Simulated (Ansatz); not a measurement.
# Ta2Sn: the cost of one run

Method: DFT PBE, scalar-relativistic, plane waves, PAW, in Ansatz 0.2.0.

## (1) The system as given

The structure is cubic, space group Pn-3m (No. 224). Conventional cell: a = 5.100 Å, b = 5.100 Å, c = 5.100 Å, α = 90.00°, β = 90.00°, γ = 90.00°. Ta (site symmetry -3m) is surrounded by 2 Sn at 2.21 Å. Sn (site symmetry -43m) is surrounded by 4 Ta at 2.21 Å.

Coordinates:

```
Ta Sn
1.0
     5.10045    0.00000    0.00000
     0.00000    5.10045    0.00000
     0.00000    0.00000    5.10045
Ta Sn
4 2
Cartesian
  1.2751 1.2751 3.8253
  3.8253 1.2751 1.2751
  1.2751 3.8253 1.2751
  3.8253 3.8253 3.8253
  0.0000 0.0000 0.0000
  2.5502 2.5502 2.5502
```

Recipe of the guess: species swapped into a database cell of Ag2O (Pn-3m, No. 224), with Ta on the Ag sites and Sn on the O sites. The dimensions are guesses.

## (2) The guess as it stands, on a coarse mesh

The input, input.yaml:

```yaml
crystal:
  lattice:
    - [5.10044824, 0.0, 0.0]
    - [0.0, 5.10044824, 0.0]
    - [0.0, 0.0, 5.10044824]
  atoms:
    - { symbol: Ta, position: [0.25, 0.25, 0.75] }
    - { symbol: Ta, position: [0.75, 0.25, 0.25] }
    - { symbol: Ta, position: [0.25, 0.75, 0.25] }
    - { symbol: Ta, position: [0.75, 0.75, 0.75] }
    - { symbol: Sn, position: [0.0, 0.0, 0.0] }
    - { symbol: Sn, position: [0.5, 0.5, 0.5] }
basis:
  ecutwfc: 420
kpoints:
  mp_grid: { grid: [4, 4, 4] }
hamiltonian:
  xc: pbe
scf:
  occupations: { method: gaussian, width: 0.1 }
  lower_state_search: "off"
output:
  forces: true
  stress: true
  eigenvalues: true
```

Started as:

```bash
ansatz run input.yaml --threads 1 --pin off --max-ram 2560MiB --backend cpu --events-out ev --progress --plain --runs-dir out
```

Q: Estimate wall time and peak memory on 1 thread of Intel Xeon at 2.50GHz (Skylake/Cascade Lake), shared host.

About 8.7 s, with a peak of 0.41 GiB.
